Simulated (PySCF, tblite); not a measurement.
# C4H11F3N2Si: geometry, infrared bands and NMR shifts

Aim: predict the infrared bands and NMR shifts of C4H11F3N2Si (`CCN[Si@@H](NC)C(F)(F)F`).

The runs use tblite 0.8.0 and PySCF 2.14.0, with density-fitted response routines of our own; the level of theory stands in each step. All values are computed, except where a source is named. Atoms count from 0, in the outputs and in this text.

**1. Starting geometry**

21 atoms, charge 0, multiplicity 1; geometry from: force field or distance geometry start.

Bonds of the start (Å): C0–C1 1.53, C1–N2 1.40, N2–Si3 1.77, Si3–N4 1.77, N4–C5 1.47, Si3–C6 1.88, C6–F7 1.36, C6–F8 1.37, C6–F9 1.40, C0–H10 1.11, C0–H11 1.10, C0–H12 1.10, C1–H13 1.11, C1–H14 1.12, N2–H15 1.03, Si3–H16 1.47, N4–H17 1.06, C5–H18 1.11, C5–H19 1.09, C5–H20 1.12.

**2. Geometry optimisation with GFN2-xTB**

Job settings and geometry (Å):

```
{"job": {"kind": "relax", "xc": "GFN2-xTB", "basis": "xTB"}, "charge": 0, "multiplicity": 1}
C      2.440500    -1.141800    -0.363200
C      1.974600    -0.108600     0.669500
N      1.228600     0.951100     0.135900
Si    -0.283600     0.555300    -0.699000
N     -0.931900    -1.062300    -0.400100
C     -2.364500    -1.053600    -0.082400
C     -1.497600     1.918300    -0.239700
F     -2.636400     1.460400     0.334500
F     -1.688100     2.706100    -1.345200
F     -0.905500     2.737700     0.724600
H      2.435300    -0.674200    -1.372600
H      3.464700    -1.449200    -0.098600
H      1.727800    -1.978700    -0.310400
H      1.500000    -0.616500     1.541000
H      2.922600     0.329000     1.081600
H      1.778400     1.694800    -0.327700
H     -0.045500     0.702600    -2.138100
H     -0.886700    -1.613400    -1.302200
H     -2.525400    -0.744300     0.969200
H     -2.945800    -0.498100    -0.825300
H     -2.770600    -2.097800    -0.129100
```

Started as:

```console
$ OMP_NUM_THREADS=1 python probes_run.py task.json out
```

The driver reads the jobs from task.json and runs them one after another.

**Question.** This job is followed by: GFN2-xTB harmonic vibrations, gas phase; GIAO PBE0/pcSseg-1 NMR shielding, non-relativistic, gas phase. Predict these results of the whole session: strongest single infrared mode (GFN2-xTB); zero-point energy (GFN2-xTB); ¹³C shifts against TMS (PBE0/pcSseg-1); ¹H shifts against TMS (PBE0/pcSseg-1, means over atoms taken as alike); ¹⁵N shifts against NH3 (PBE0/pcSseg-1); ²⁹Si shifts against TMS (PBE0/pcSseg-1); ¹⁹F shifts against CFCl3 (PBE0/pcSseg-1, means over atoms taken as alike); surface potential, 1st and 99th percentile.

**Answer**, as computed:

| quantity | value |
| --- | --- |
| strongest single infrared mode (GFN2-xTB) | 2163 cm⁻¹, 280 km/mol |
| zero-point energy (GFN2-xTB) | 98.5 kcal/mol |
| ¹³C shifts against TMS (PBE0/pcSseg-1) | 137.6, 40.5, 29.4, 22.7 ppm |
| ¹H shifts against TMS (PBE0/pcSseg-1, means over atoms taken as alike) | 5.44, 3.13, 2.89, 2.48, 1.10, 0.73, 0.28 ppm |
| ¹⁵N shifts against NH3 (PBE0/pcSseg-1) | 42.0, 20.5 ppm |
| ²⁹Si shifts against TMS (PBE0/pcSseg-1) | -40.4 ppm |
| ¹⁹F shifts against CFCl3 (PBE0/pcSseg-1, means over atoms taken as alike) | -82.2 ppm |
| surface potential, 1st and 99th percentile | -1.23 V and 1.61 V |

Over 151 steps the energy fell by 1.328 eV; of the close pairs, N2–Si3 changed most, 1.772 to 1.708 Å. All 57 modes are real, so the xTB geometry is a minimum. The strongest single mode, at 2163 cm⁻¹, moves mainly H16. GFN2-xTB is a fitted tight-binding method: band positions and strengths are rough. Its intensities can rank the bands wrongly. At PBE0/pcSseg-1: The widest tensor belongs to F7, F8, F9: span 186 ppm, with a paramagnetic part of -222 ppm.
